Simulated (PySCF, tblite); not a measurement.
# C4H6BrFGe+ (doublet): geometry, infrared bands and EPR parameters

Wanted: the infrared bands and EPR parameters of C4H6BrFGe+ (doublet) (`F[C+]1[CH][CH2][GeH2][C@H]1Br`), by calculation.

Computed with tblite 0.8.0 and PySCF 2.14.0, with density-fitted response routines of our own, on a single molecule in the gas phase. Atoms are numbered from 0 throughout.

## (1) Starting geometry

13 atoms, charge 1, multiplicity 2; geometry from: force field or distance geometry start.

Bonds of the start (Å): F0–C1 1.38, C1–C2 1.49, C2–C3 1.55, C3–Ge4 1.92, Ge4–C5 1.91, C5–Br6 1.94, C5–C1 1.49, C2–H7 1.10, C3–H8 1.11, C3–H9 1.12, Ge4–H10 1.55, Ge4–H11 1.55, C5–H12 1.10.

## (2) Relaxing the molecule with GFN2-xTB

Job settings and geometry (Å):

```
{"job": {"kind": "relax", "xc": "GFN2-xTB", "basis": "xTB"}, "charge": 1, "multiplicity": 2}
F      1.518800    -1.207600     1.991700
C      0.719600    -0.639300     1.027300
C     -0.529100    -1.343900     0.604000
C     -1.355100    -0.451600    -0.353700
Ge    -0.174900     0.918200    -0.990600
C      1.151100     0.612700     0.351100
Br     1.176100     2.087100     1.607200
H     -0.264600    -2.294000     0.111200
H     -1.763300    -1.053500    -1.187900
H     -2.186300     0.013700     0.226000
H     -0.819300     2.325500    -0.905100
H      0.372800     0.550500    -2.397900
H      2.149800     0.482600    -0.101000
```

Run with:

```sh
$ OMP_NUM_THREADS=1 python probes_run.py task.json out
```

This one command runs all jobs of the session in turn.

Log:

```text
step      E/eV     max force
  0    -592.12949    5.201
  1    -592.87931    2.872
  2    -593.17254    1.551
  3    -593.27327    1.128
  4    -593.43535    1.067
  5    -593.52689    0.881
  6    -593.58590    0.800
  7    -593.62664    0.612
  8    -593.66607    0.560
  9    -593.69362    0.419
 10    -593.70839    0.293
 11    -593.71878    0.234
 12    -593.72972    0.241
 13    -593.73904    0.253
 14    -593.74705    0.312
 15    -593.75561    0.349
 16    -593.76468    0.302
 17    -593.77336    0.251
 18    -593.77902    0.177
 19    -593.78232    0.156
 20    -593.78471    0.123
 21    -593.78668    0.108
 22    -593.78828    0.134
 23    -593.78995    0.124
 24    -593.79162    0.102
 25    -593.79286    0.084
 26    -593.79367    0.059
 27    -593.79438    0.066
 28    -593.79517    0.095
 29    -593.79587    0.097
 30    -593.79630    0.071
 31    -593.79654    0.048
 32    -593.79675    0.049
 33    -593.79696    0.051
 34    -593.79712    0.040
 35    -593.79721    0.026
 36    -593.79729    0.022
 37    -593.79736    0.026
 38    -593.79743    0.024
 39    -593.79749    0.025
 40    -593.79753    0.015
 41    -593.79756    0.019
 42    -593.79758    0.016
 43    -593.79761    0.019
 44    -593.79764    0.020
 45    -593.79768    0.018
 46    -593.79772    0.020
 47    -593.79776    0.016
 48    -593.79780    0.017
 49    -593.79784    0.017
 50    -593.79789    0.027
 51    -593.79794    0.024
 52    -593.79798    0.018
 53    -593.79802    0.017
 54    -593.79807    0.022
 55    -593.79813    0.033
 56    -593.79821    0.032
 57    -593.79828    0.023
 58    -593.79834    0.024
 59    -593.79840    0.022
 60    -593.79849    0.031
 61    -593.79863    0.039
 62    -593.79884    0.043
 63    -593.79913    0.045
 64    -593.79954    0.065
 65    -593.80027    0.103
 66    -593.80162    0.166
 67    -593.80411    0.207
 68    -593.80751    0.238
 69    -593.80366    0.260
 70    -593.81375    0.226
 71    -593.81630    0.182
 72    -593.82048    0.167
 73    -593.82505    0.393
 74    -593.83498    0.195
 75    -593.84309    0.183
 76    -593.84313    0.468
 77    -593.85215    0.241
 78    -593.85490    0.198
 79    -593.85841    0.147
 80    -593.86051    0.137
 81    -593.86328    0.134
 82    -593.86746    0.150
 83    -593.87227    0.236
 84    -593.87391    0.226
 85    -593.87871    0.146
 86    -593.88082    0.204
 87    -593.88282    0.075
 88    -593.88378    0.094
 89    -593.88467    0.110
 90    -593.88579    0.100
 91    -593.88669    0.051
 92    -593.88713    0.062
 93    -593.88744    0.037
 94    -593.88760    0.032
 95    -593.88766    0.025
 96    -593.88771    0.021
 97    -593.88774    0.019
 98    -593.88777    0.016
 99    -593.88780    0.015
100    -593.88782    0.012
101    -593.88784    0.012
102    -593.88784    0.006
```

Wall time 0.65 s (1 thread of Arm Neoverse V2, shared host).

Along the way: (not every step is listed)

| step | energy from step 0 (eV) | largest force (eV/Å) |
| --- | --- | --- |
| 0 | 0.0000 | 5.2006 |
| 1 | -0.7498 | 2.8721 |
| 2 | -1.0430 | 1.5509 |
| 3 | -1.1438 | 1.1278 |
| 4 | -1.3059 | 1.0667 |
| 5 | -1.3974 | 0.8812 |
| 6 | -1.4564 | 0.8003 |
| 7 | -1.4971 | 0.6122 |
| 8 | -1.5366 | 0.5601 |
| 16 | -1.6352 | 0.3020 |
| 24 | -1.6621 | 0.1018 |
| 32 | -1.6673 | 0.0488 |
| 40 | -1.6680 | 0.0148 |
| 48 | -1.6683 | 0.0170 |
| 56 | -1.6687 | 0.0320 |
| 64 | -1.6700 | 0.0653 |
| 72 | -1.6910 | 0.1672 |
| 80 | -1.7310 | 0.1371 |
| 88 | -1.7543 | 0.0939 |
| 96 | -1.7582 | 0.0205 |
| 97 | -1.7582 | 0.0186 |
| 98 | -1.7583 | 0.0157 |
| 99 | -1.7583 | 0.0150 |
| 100 | -1.7583 | 0.0124 |
| 101 | -1.7583 | 0.0120 |
| 102 | -1.7583 | 0.0060 |

Close pairs (by a distance rule), those that changed most:

| bond | before (Å) | after (Å) | change (Å) |
| --- | --- | --- | --- |
| Ge4–C5 | 1.911 | 2.120 | +0.209 |
| C1–C2 | 1.495 | 1.357 | -0.138 |
| C3–Ge4 | 1.917 | 2.006 | +0.089 |
| C2–C3 | 1.548 | 1.477 | -0.070 |
| F0–C1 | 1.375 | 1.318 | -0.057 |
| Ge4–H11 | 1.554 | 1.505 | -0.049 |
| Ge4–H10 | 1.550 | 1.505 | -0.045 |
| C1–C5 | 1.487 | 1.465 | -0.022 |

The end geometry stands in the next job.

## (3) Infrared spectrum with GFN2-xTB

Job settings and geometry (Å):

```
{"job": {"kind": "ir", "xc": "GFN2-xTB", "basis": "xTB"}, "charge": 1, "multiplicity": 2}
F      1.054586    -0.746492     2.282440
C      0.570672    -0.514577     1.078284
C     -0.533150    -1.155935     0.619544
C     -1.124029    -0.712167    -0.659814
Ge    -0.402544     1.140967    -0.920013
C      1.244622     0.478437     0.237970
Br     2.287490     1.791451     1.164184
H     -0.977317    -1.962184     1.187724
H     -0.847758    -1.389398    -1.477726
H     -2.216611    -0.760551    -0.613642
H     -1.077882     2.221298    -0.118713
H      0.148795     1.572099    -2.252719
H      1.868740     0.037539    -0.545247
```

Log:

```text
mode    cm-1     km/mol
  1      57.6      2.17
  2     103.0      1.85
  3     167.0      1.35
  4     212.2      4.99
  5     225.3      6.86
  6     316.5     28.83
  7     390.4     14.00
  8     448.5      0.28
  9     463.8      9.23
 10     479.1     11.68
 11     537.2     10.53
 12     566.0     29.35
 13     635.9     10.39
 14     671.1     43.66
 15     692.6     31.74
 16     754.2    106.75
 17     775.5      8.34
 18     893.7     43.77
 19     910.7     56.49
 20     996.6      4.50
 21    1031.9     33.38
 22    1105.7      1.46
 23    1174.5      6.40
 24    1199.9    102.10
 25    1279.0    128.35
 26    1338.0    176.09
 27    1523.6    222.91
 28    1942.5     23.54
 29    2022.4    184.82
 30    2875.1     15.40
 31    2882.9     12.81
 32    2935.0     42.91
 33    3071.8     31.75
```

Run time: 0.41 s. Hardware: 1 thread of Arm Neoverse V2, shared host.

Which atoms move in the most intense modes:

| cm⁻¹ | km/mol | atoms |
| --- | --- | --- |
| 754 | 106.8 | H10 39 %, H11 38 %, H7 11 % |
| 894 | 43.8 | C5 32 %, C2 20 %, H12 16 %, F0 14 % |
| 911 | 56.5 | H12 77 %, C5 14 % |
| 1200 | 102.1 | C2 28 %, H7 20 %, C1 20 %, C3 18 % |
| 1279 | 128.3 | C1 61 %, C5 12 %, H7 12 % |
| 1338 | 176.1 | H9 46 %, H8 43 % |
| 1524 | 222.9 | C1 48 %, C2 45 % |
| 2022 | 184.8 | H10 50 %, H11 48 % |

## (4) g tensor and hyperfine couplings: B3LYP/def2-TZVP-core+pcH-1

Same as in step 3 but for these lines:

```diff
@@ -1,2 +1,2 @@
-{"job": {"kind": "ir", "xc": "GFN2-xTB", "basis": "xTB"}, "charge": 1, "multiplicity": 2}
+{"job": {"kind": "epr", "basis": "pcH-1"}, "charge": 1, "multiplicity": 2}
 F      1.054586    -0.746492     2.282440
```

Method: UKS B3LYP, def2-TZVP-core on Br Ge, pcH-1 on C F H, non-relativistic, mean-field spin-orbit, GIAO.

Log:

```text
UKS, coarse grid
  cycle   1  E = -4906.65542804  |g| = 2.08e+00
  cycle   2  E = -4906.51608464  |g| = 1.23e+00
  cycle   3  E = -4906.63925474  |g| = 7.59e-01
  cycle   4  E = -4906.79194416  |g| = 2.11e-01
  cycle   5  E = -4906.80735331  |g| = 5.45e-02
  cycle   6  E = -4906.80857165  |g| = 2.24e-02
  cycle   7  E = -4906.80874391  |g| = 9.43e-03
  cycle   8  E = -4906.80879718  |g| = 3.01e-03
  cycle   9  E = -4906.80880447  |g| = 1.55e-03
  cycle  10  E = -4906.80880452  |g| = 6.15e-04
UKS, final grid
  cycle   1  E = -4906.80890038  |g| = 5.40e-04
  cycle   2  E = -4906.80890001  |g| = 1.06e-03
  cycle   3  E = -4906.80890059  |g| = 1.56e-04
  cycle   4  E = -4906.80890060  |g| = 1.26e-04
  cycle   5  E = -4906.80890062  |g| = 4.56e-05
  cycle   6  E = -4906.80890062  |g| = 2.73e-05
E = -4906.80890062 Eh   <S^2> = 0.7557 (exact 0.7500)
g shifts (ppm)      1          2          3
  rmc          -203       -203       -203
  gc            -10         23         45
  oz_so       -3895      52842     120777
  total       -4078      52695     120667
hyperfine (MHz)  atom isotope    a_iso     a_fc   dipolar eigenvalues
    0   19F      40.80      35.96    -97.41    -88.47    185.89
    1   13C      -4.62      -5.58    -11.71     -8.33     20.03
    2   13C      29.50      30.01    -35.18    -34.14     69.32
    3   13C     -16.08     -16.29     -3.39     -1.38      4.78
    4  73Ge     -14.21     -14.18     -9.58      4.66      4.92
    5   13C       9.14       6.20    -17.54    -15.26     32.79
    6  79Br      53.49      -2.93   -178.03   -159.89    337.92
    7    1H     -28.57     -28.56    -16.00     -3.00     19.00
    8    1H      86.92      86.91     -4.33     -1.77      6.10
    9    1H      83.45      83.48     -3.70     -2.83      6.53
   10    1H      16.48      16.45     -1.52     -0.91      2.42
   11    1H      21.01      20.96     -1.72     -0.58      2.29
   12    1H     116.11     115.87     -7.73     -5.73     13.46
```

Run time: 8 min. Hardware: 1 thread of Arm Neoverse V2, shared host; peak memory 1.5 GiB.

Principal g values 1.99824, 2.05501, 2.12299; g(iso) = 2.05875, against 2.00232 for a free electron.

Hyperfine couplings, nucleus by nucleus at this fixed geometry (no averaging over rotations):

| nuclei | isotope | a(iso) (MHz) | a(iso) (G, at g = 2.0023) | largest dipolar term (MHz) |
| --- | --- | --- | --- | --- |
| H12 | 1H | 116.1 | 41.4 | 13.5 |
| H8 | 1H | 86.9 | 31.0 | 6.1 |
| H9 | 1H | 83.5 | 29.8 | 6.5 |
| Br6 | 79Br | 53.5 | 19.1 | 337.9 |
| F0 | 19F | 40.8 | 14.6 | 185.9 |
| C2 | 13C | 29.5 | 10.5 | 69.3 |
| H7 | 1H | -28.6 | -10.2 | 19.0 |
| H11 | 1H | 21.0 | 7.5 | 2.3 |
| H10 | 1H | 16.5 | 5.9 | 2.4 |
| C3 | 13C | -16.1 | -5.7 | 4.8 |
| Ge4 | 73Ge | -14.2 | -5.1 | -9.6 |
| C5 | 13C | 9.1 | 3.3 | 32.8 |
| C1 | 13C | -4.6 | -1.6 | 20.0 |

Mulliken spin populations:

F0 0.04; C1 0.08; C2 0.42; C3 -0.03; Ge4 0.07; C5 0.12; Br6 0.20; H7 -0.02; H8 0.03; H9 0.03; H10 0.01; H11 0.01; H12 0.04

In first order the couplings over 0.8 MHz of 1H, 79Br, 19F give 512 distinct lines over 197.6 G.

Orbitals, density, ELF and potential are computed afterwards from the orbital file.

ELF in a plane through or near 7 of the atoms.

Values, 10 rows by 14 columns:
```
0.00 0.00 0.00 0.00 0.00 0.00 0.00 0.00 0.00 0.00 0.00 0.00 0.00 0.00
0.00 0.00 0.00 0.00 0.00 0.00 0.05 0.25 0.14 0.00 0.00 0.00 0.00 0.00
0.00 0.00 0.00 0.00 0.00 0.02 0.54 0.95 0.89 0.09 0.00 0.00 0.00 0.00
0.00 0.00 0.00 0.01 0.04 0.26 0.18 0.50 0.33 0.03 0.05 0.21 0.04 0.00
0.00 0.00 0.01 0.56 0.87 0.63 0.59 0.22 0.67 0.26 0.77 0.88 0.56 0.01
0.00 0.00 0.01 0.22 0.56 0.76 0.55 0.20 0.63 0.81 0.53 0.31 0.66 0.03
0.00 0.00 0.00 0.00 0.30 0.83 0.41 0.30 0.49 0.06 0.77 0.84 0.49 0.01
0.00 0.00 0.00 0.00 0.94 0.99 0.04 0.44 0.63 0.67 0.00 0.10 0.01 0.00
0.00 0.00 0.00 0.00 0.00 0.01 0.00 0.13 0.21 0.04 0.00 0.00 0.00 0.00
0.00 0.00 0.00 0.00 0.00 0.00 0.00 0.00 0.00 0.00 0.00 0.00 0.00 0.00
```
The map spans 11.4 Å across and 10.5 Å up, centred on the molecule. Atoms in the plane (x, y in Å): F0 (1.0, -2.4), C1 (0.4, -1.3), C2 (-0.9, -1.1), C3 (-1.5, 0.3), Ge4 (0.1, 1.5), Br6 (3.1, -0.2), H7 (-1.6, -1.9).

log10 of the density (e/Å³) in the same plane.

Values, 10 rows by 14 columns:
```
-4.0 -4.0 -4.0 -4.0 -4.0 -4.0 -4.0 -4.0 -4.0 -4.0 -4.0 -4.0 -4.0 -4.0
-4.0 -4.0 -4.0 -4.0 -4.0 -3.4 -2.7 -2.4 -2.5 -3.2 -4.0 -4.0 -4.0 -4.0
-4.0 -4.0 -4.0 -4.0 -3.4 -2.4 -1.4 -0.8 -1.1 -2.3 -3.4 -4.0 -4.0 -4.0
-4.0 -4.0 -3.8 -2.8 -2.0 -1.2 -0.2  1.1 -0.5 -1.7 -2.0 -2.2 -2.7 -3.6
-4.0 -4.0 -2.9 -1.6 -0.4  0.0 -0.1  0.3 -0.3 -0.8 -0.5 -0.6 -1.4 -2.7
-4.0 -4.0 -2.9 -1.8 -0.6  0.2 -0.2 -0.5  0.2  0.0  1.2  0.5 -0.8 -2.4
-4.0 -4.0 -3.8 -2.6 -1.2  0.2  0.4  0.6  0.0 -0.9 -0.5 -0.6 -1.4 -2.8
-4.0 -4.0 -4.0 -3.1 -1.5 -0.7 -1.2 -0.4  1.0 -0.6 -2.1 -2.4 -2.9 -3.8
-4.0 -4.0 -4.0 -4.0 -3.5 -3.0 -2.9 -1.8 -1.3 -2.1 -3.8 -4.0 -4.0 -4.0
-4.0 -4.0 -4.0 -4.0 -4.0 -4.0 -4.0 -4.0 -4.0 -4.0 -4.0 -4.0 -4.0 -4.0
```
The map spans 11.4 Å across and 10.5 Å up, centred on the molecule. Atoms in the plane (x, y in Å): F0 (1.0, -2.4), C1 (0.4, -1.3), C2 (-0.9, -1.1), C3 (-1.5, 0.3), Ge4 (0.1, 1.5), Br6 (3.1, -0.2), H7 (-1.6, -1.9).

On the surface of density 0.002 e/bohr³ the electrostatic potential runs, from the 1st to the 99th percentile, from 3.13 V near F0 to 6.09 V near Ge4.

The spin density lies nearest to C2 30 %; Br6 19 %; C1, C5 about 11 % each.

## (5) Summary of results

```
                                 quantity                  value
strongest single infrared mode (GFN2-xTB)  1524 cm⁻¹, 223 km/mol
             zero-point energy (GFN2-xTB)          49.6 kcal/mol
                           g(iso) (B3LYP)                2.05875
                                     ⟨S²⟩     0.756 (exact 0.75)
                           largest a(iso)   1H on H12, 116.1 MHz
```

What this shows: Relaxing lowered the energy by 1.758 eV in 102 steps; the close pair that moved most is Ge4–C5, from 1.911 to 2.120 Å. No mode is imaginary among the 33: a minimum at this level. The strongest single mode, at 1524 cm⁻¹, moves mainly C1 and C2. GFN2-xTB is a fitted tight-binding method: band positions and strengths are rough. Its intensities can rank the bands wrongly. The largest share of the spin, 0.42 e, sits on C2. The isotropic g lies 56.4 ppt above the free-electron value. The hyperfine terms hold no scalar relativity, which the heavier nuclei need.
